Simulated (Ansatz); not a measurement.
What does this script print? It uses Ansatz 0.2.0 through its Python package.

Script `cro2.py`:
```python
'''Keys set on an Input object, for CrO2.'''

from dataclasses import dataclass
import logging
import sys
import warnings

import ansatz
from pymatgen.core import Lattice, Structure
from pymatgen.io.ase import AseAtomsAdaptor
from tabulate import tabulate

logging.basicConfig(stream=sys.stdout, format='%(levelname)s:%(name)s:%(message)s')
logger = logging.getLogger('run')
logger.setLevel(logging.INFO)


@dataclass
class Options:
    kgrid: tuple[int, ...] = (5, 5, 7)
    xc: str = 'lda'
    occupations: str = 'fermi_dirac'
    sigma: float = 0.1


opts = Options()


def main() -> None:
    warnings.simplefilter('ignore', ansatz.DeckWarning)

    pmg_structure = Structure(
        Lattice([[4.471343, 0.0, 0.0], [0.0, 4.471343, 0.0], [0.0, 0.0, 2.995176]]),
        ['Cr', 'Cr', 'O', 'O', 'O', 'O'],
        [
            [0.0, 0.5, 0.238451],
            [0.5, 0.0, 0.761549],
            [0.701707, 0.201707, 0.253624],
            [0.298293, 0.798293, 0.253624],
            [0.201707, 0.298293, 0.746376],
            [0.798293, 0.701707, 0.746376],
        ],
    )
    cro2 = ansatz.Crystal.from_ase(AseAtomsAdaptor.get_atoms(pmg_structure)).moments(Cr=3)

    model = (
        cro2.calculation()
        .kpoints(*opts.kgrid)
        .spin(ansatz.SpinTreatment.COLLINEAR)
        .hubbard('Cr', 'd', u_eff=6.0)
        .functional(opts.xc)
        .occupations(opts.occupations, width=opts.sigma)
        .band_table()
    )
    typed = model.input()
    rows = []
    for value in [2, 5, 10]:
        edited = typed.set(ansatz.key.scf.mixing.ndim, value)
        summary = ansatz.Session.from_dict(edited).plan().execute().report
        rows.append((value, summary['free_energy_ev'], summary['n_iterations'], len(summary['eigenvalues_ev'][0]) if 'eigenvalues_ev' in summary else 0))
    print(tabulate(rows, headers=['history', 'F eV', 'iterations', 'bands listed'], floatfmt='.4f', tablefmt='pipe'))


if __name__ == '__main__':
    main()
```

`python cro2.py` gives:
```text
|   history |       F eV |   iterations |   bands listed |
|----------:|-----------:|-------------:|---------------:|
|         2 | -8858.8294 |           17 |             35 |
|         5 | -8858.8294 |           20 |             35 |
|        10 | -8858.8294 |           19 |             35 |
```

Notes:
- Absolute energies stand on the zero of these potentials, so only differences at equal settings mean something. A total without «per atom» is that of the cell as typed.
- Other magnetic orders than the one started from may lie lower.
- For a metal this k-point mesh is coarse: on a finer one energies can move by several to tens of meV an atom and pressures by half a GPa or more, differences at one mesh by less.
- This cell is a computed structure, which may not be the phase found in nature.
- The script silences the warnings on its input, which a real study should read.
- It ran for 61 s on 1 thread of Arm Neoverse V1 (shared host), peak memory 0.49 GiB.

(Lines on the test bed's own set-up are left out of the output.)
